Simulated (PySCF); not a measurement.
# C3H6N2SSi: magnetic properties

Wanted: magnetic properties for C3H6N2SSi (`Cc1snnc1[SiH3]`).

Computed with PySCF 2.14.0 and routines of our own; the level stands in each step. Atoms count from 0.

## 1. The starting structure

13 atoms, charge 0, multiplicity 1; geometry from: GFN2-xTB.

## 2. Magnetic properties: GIAO PBE/pcSseg-1

The job: settings as JSON, then the geometry in Å.

```
{"job": {"kind": "mag", "xc": "PBE", "basis": "pcSseg-1", "isotopologues": 2}, "charge": 0, "multiplicity": 1}
C     -1.547881    -0.923780     0.279236
C     -0.895287     0.389049     0.069563
S     -1.762286     1.877609     0.045064
N     -0.352593     2.728152    -0.208219
N      0.658592     1.994430    -0.270509
C      0.440483     0.672115    -0.124169
Si     1.897556    -0.514414    -0.193619
H     -0.840275    -1.725765     0.081379
H     -1.899355    -1.014053     1.307767
H     -2.408821    -1.034326    -0.378812
H      1.961057    -1.233124     1.083762
H      3.101391     0.265827    -0.441524
H      1.643032    -1.481232    -1.267646
```

Level: GIAO PBE/pcSseg-1 magnetisability, rotational g tensor and spin-rotation constants, non-relativistic, gas phase.

Command:

```console
OMP_NUM_THREADS=1 python excited_run.py task.json out
```

One launch serves the whole session: the jobs run in the order shown.

Standard output:

```text
coarse grid: 12352 points
cycle   1  E = -914.3196560962  dE =  9.607e-01  |g| = 4.728e-01  |ddm| = 3.801e+00
cycle   2  E = -914.0837400820  dE =  2.359e-01  |g| = 1.033e+00  |ddm| = 1.756e+00
cycle   3  E = -914.3488185223  dE = -2.651e-01  |g| = 3.454e-01  |ddm| = 1.563e+00
cycle   4  E = -914.3772798813  dE = -2.846e-02  |g| = 7.608e-02  |ddm| = 3.907e-01
cycle   5  E = -914.3781808647  dE = -9.010e-04  |g| = 3.948e-02  |ddm| = 1.223e-01
cycle   6  E = -914.3785307387  dE = -3.499e-04  |g| = 1.461e-02  |ddm| = 5.291e-02
cycle   7  E = -914.3785609350  dE = -3.020e-05  |g| = 9.640e-03  |ddm| = 2.057e-02
cycle   8  E = -914.3785834750  dE = -2.254e-05  |g| = 1.237e-03  |ddm| = 1.103e-02
cycle   9  E = -914.3785838343  dE = -3.593e-07  |g| = 4.254e-04  |ddm| = 1.842e-03
final grid: 111512 points
cycle  10  E = -914.4327287736  dE = -5.040e-06  |g| = 1.449e-02  |ddm| = 4.263e-02
cycle  11  E = -914.4324464499  dE =  2.823e-04  |g| = 3.493e-02  |ddm| = 5.142e-02
cycle  12  E = -914.4327673729  dE = -3.209e-04  |g| = 7.430e-03  |ddm| = 4.491e-02
cycle  13  E = -914.4327815840  dE = -1.421e-05  |g| = 1.313e-03  |ddm| = 8.337e-03
cycle  14  E = -914.4327820016  dE = -4.176e-07  |g| = 3.426e-04  |ddm| = 1.594e-03
cycle  15  E = -914.4327820257  dE = -2.407e-08  |g| = 1.436e-04  |ddm| = 4.116e-04
cycle  16  E = -914.4327820299  dE = -4.177e-09  |g| = 6.183e-05  |ddm| = 2.070e-04
cycle  17  E = -914.4327820308  dE = -9.095e-10  |g| = 1.229e-05  |ddm| = 7.601e-05
converged SCF energy = -914.4327820308

Magnetisability tensor (1e-30 J/T^2)
     -823.48     -105.72     -108.74
     -105.72     -950.55      -57.20
     -108.74      -57.20    -1720.08
isotropic -1164.70   principal values   -1739.25   -995.99   -758.86
isotropic susceptibility -70.140 1e-6 cm^3/mol

Inertial axes            a          b          c
rot. const./GHz      3.2279     1.4612     1.0240
chi total           -46.046    -59.635   -104.739
chi diamagnetic    -494.034   -899.230  -1254.773
chi paramagnetic    447.988    839.595   1150.034
quadrupole/D A        3.135     -2.877     -0.258
g nuclear            0.5934     0.5492     0.5552
g electronic        -0.6794    -0.5764    -0.5532
g total             -0.0859    -0.0272     0.0019

Spin-rotation constants (kHz, H = +C I.J)
atom  isotope        aa         bb         cc
  3    14N        1.043      0.352      0.101
  4    14N        1.221      0.357      0.084
  7     1H        0.067     -0.134     -0.111
  8     1H       -0.331     -0.111      0.000
  9     1H       -0.232     -0.098     -0.037
 10     1H       -0.238     -0.090      0.001
 11     1H       -0.197      0.034     -0.093
 12     1H       -0.237     -0.085     -0.003
  0    13C*       0.505      0.205      0.131
  1    13C*       1.332      0.773      0.203
  2    33S*       2.292      0.630      0.417
  5    13C*       1.397      0.552      0.239
  6   29Si*      -1.700     -0.783     -0.577
* in the singly substituted isotopologue

Isotopologues: g along a, b, c
2H    at 7,8,9,10,11,12    -0.0736    -0.0249     0.0016
13C   at 0                 -0.0834    -0.0271     0.0019
```

Wall time 31 s (1 thread of Arm Neoverse V1, shared host); peak memory 0.57 GiB.

From this job:

| quantity | value |
| --- | --- |
| magnetisability | -1165·10⁻³⁰ J/T² |
| molar susceptibility | -70.1·10⁻⁶ cm³/mol |
| rotational g (a, b, c) | -0.0859, -0.0272, 0.0019 |

## 3. Magnetic properties: GIAO HF/pcSseg-1

Settings changed since step 2:

```diff
@@ -1,2 +1,2 @@
-{"job": {"kind": "mag", "xc": "PBE", "basis": "pcSseg-1", "isotopologues": 2}, "charge": 0, "multiplicity": 1}
+{"job": {"kind": "mag", "xc": "HF", "basis": "pcSseg-1"}, "charge": 0, "multiplicity": 1}
 C     -1.547881    -0.923780     0.279236
```

Method: GIAO HF/pcSseg-1 magnetisability, rotational g tensor and spin-rotation constants, non-relativistic, gas phase.

Standard output:

```text
final grid: 111512 points
cycle   1  E = -912.2021844667  dE =  1.748e+00  |g| = 5.406e-01  |ddm| = 3.633e+00
cycle   2  E = -912.2892988554  dE = -8.711e-02  |g| = 2.410e-01  |ddm| = 7.706e-01
cycle   3  E = -912.3047451394  dE = -1.545e-02  |g| = 8.738e-02  |ddm| = 4.005e-01
cycle   4  E = -912.3078918972  dE = -3.147e-03  |g| = 3.438e-02  |ddm| = 1.516e-01
cycle   5  E = -912.3083769433  dE = -4.850e-04  |g| = 1.192e-02  |ddm| = 6.342e-02
cycle   6  E = -912.3084959150  dE = -1.190e-04  |g| = 6.074e-03  |ddm| = 2.797e-02
cycle   7  E = -912.3085377368  dE = -4.182e-05  |g| = 2.295e-03  |ddm| = 1.935e-02
cycle   8  E = -912.3085458474  dE = -8.111e-06  |g| = 8.474e-04  |ddm| = 1.039e-02
cycle   9  E = -912.3085463265  dE = -4.791e-07  |g| = 3.765e-04  |ddm| = 1.991e-03
cycle  10  E = -912.3085464258  dE = -9.932e-08  |g| = 1.355e-04  |ddm| = 1.061e-03
cycle  11  E = -912.3085464380  dE = -1.222e-08  |g| = 6.054e-05  |ddm| = 2.999e-04
cycle  12  E = -912.3085464414  dE = -3.334e-09  |g| = 2.651e-05  |ddm| = 1.673e-04
cycle  13  E = -912.3085464421  dE = -7.660e-10  |g| = 1.130e-05  |ddm| = 8.772e-05
converged SCF energy = -912.3085464421

Magnetisability tensor (1e-30 J/T^2)
     -828.86     -129.31     -113.37
     -129.31     -952.96      -57.84
     -113.37      -57.84    -1779.47
isotropic -1187.10   principal values   -1799.14  -1018.94   -743.22
isotropic susceptibility -71.489 1e-6 cm^3/mol

Inertial axes            a          b          c
rot. const./GHz      3.2279     1.4612     1.0240
chi total           -44.937    -61.184   -108.345
chi diamagnetic    -496.535   -901.572  -1256.962
chi paramagnetic    451.598    840.388   1148.617
quadrupole/D A        3.402     -2.881     -0.521
g nuclear            0.5934     0.5492     0.5552
g electronic        -0.6848    -0.5769    -0.5525
g total             -0.0914    -0.0277     0.0026

Spin-rotation constants (kHz, H = +C I.J)
atom  isotope        aa         bb         cc
  3    14N        1.274      0.420      0.073
  4    14N        1.469      0.427      0.058
  7     1H        0.048     -0.132     -0.113
  8     1H       -0.334     -0.112     -0.007
  9     1H       -0.240     -0.100     -0.043
 10     1H       -0.244     -0.095     -0.003
 11     1H       -0.201      0.029     -0.096
 12     1H       -0.244     -0.089     -0.006
  0    13C*       0.431      0.182      0.112
  1    13C*       1.403      0.815      0.151
  2    33S*       2.411      0.556      0.366
  5    13C*       1.390      0.554      0.180
  6   29Si*      -1.569     -0.696     -0.523
* in the singly substituted isotopologue
```

Wall time 11 s (1 thread of Arm Neoverse V1, shared host); peak memory 0.81 GiB.

Key values:

| quantity | value |
| --- | --- |
| magnetisability | -1187·10⁻³⁰ J/T² |
| molar susceptibility | -71.5·10⁻⁶ cm³/mol |
| rotational g (a, b, c) | -0.0914, -0.0277, 0.0026 |

## 4. Magnetic properties: GIAO LC-wPBE/cc-pVDZ

Settings changed since step 3:

```diff
@@ -1,2 +1,2 @@
-{"job": {"kind": "mag", "xc": "HF", "basis": "pcSseg-1"}, "charge": 0, "multiplicity": 1}
+{"job": {"kind": "mag", "xc": "LC-wPBE", "basis": "cc-pVDZ", "scf": {"max_cycle": 5}}, "charge": 0, "multiplicity": 1}
 C     -1.547881    -0.923780     0.279236
```

With the program's defaults for keys left out, this is: GIAO LC-wPBE/cc-pVDZ magnetisability, rotational g tensor and spin-rotation constants, non-relativistic, gas phase.

Standard output:

```text
final grid: 111512 points
cycle   1  E = -914.6594862516  dE =  1.455e+00  |g| = 3.810e-01  |ddm| = 6.560e+00
cycle   2  E = -914.6920647946  dE = -3.258e-02  |g| = 2.513e-01  |ddm| = 1.104e+00
cycle   3  E = -914.7055039105  dE = -1.344e-02  |g| = 8.827e-02  |ddm| = 4.815e-01
cycle   4  E = -914.7076158043  dE = -2.112e-03  |g| = 2.918e-02  |ddm| = 1.670e-01
cycle   5  E = -914.7078775165  dE = -2.617e-04  |g| = 1.005e-02  |ddm| = 6.804e-02
SCF not converged, last energy = -914.7078775165
```

Wall time 9.3 s (1 thread of Arm Neoverse V1, shared host); peak memory 0.6 GiB.

**What went wrong.** The cap of 5 cycles ended the SCF at a gradient of 1.0e-02. Cure: raise the cap. Numbers printed on the way are no properties of the molecule.

## 5. The levels compared

| level | ξ (10⁻³⁰ J/T²) | g(a) | g(b) | gap (eV) | functions | time |
| --- | --- | --- | --- | --- | --- | --- |
| GIAO PBE/pcSseg-1 | -1165 | -0.0859 | -0.0272 | 3.41 | 163 | 31 s |
| GIAO HF/pcSseg-1 | -1187 | -0.0914 | -0.0277 | 12.06 | 163 | 11 s |

## 6. Outcome

| quantity | value |
| --- | --- |
| magnetisability (step 2, GIAO PBE/pcSseg-1) | -1165·10⁻³⁰ J/T² |
| molar susceptibility (step 2, GIAO PBE/pcSseg-1) | -70.1·10⁻⁶ cm³/mol |
| rotational g (a, b, c) (step 2, GIAO PBE/pcSseg-1) | -0.0859, -0.0272, 0.0019 |
| magnetisability over the levels | -1187 to -1165·10⁻³⁰ J/T² |
| runs | 1 failed, 0 ended on unsound input |

The magnetisability spreads by 1.9 % over 2 levels, from GIAO HF/pcSseg-1 (11 s) to GIAO PBE/pcSseg-1 (31 s); the runs took 11 s to 31 s. Two levels can agree by chance, so this spread shows no convergence. Vibrational averaging and real surroundings are missing from these values.
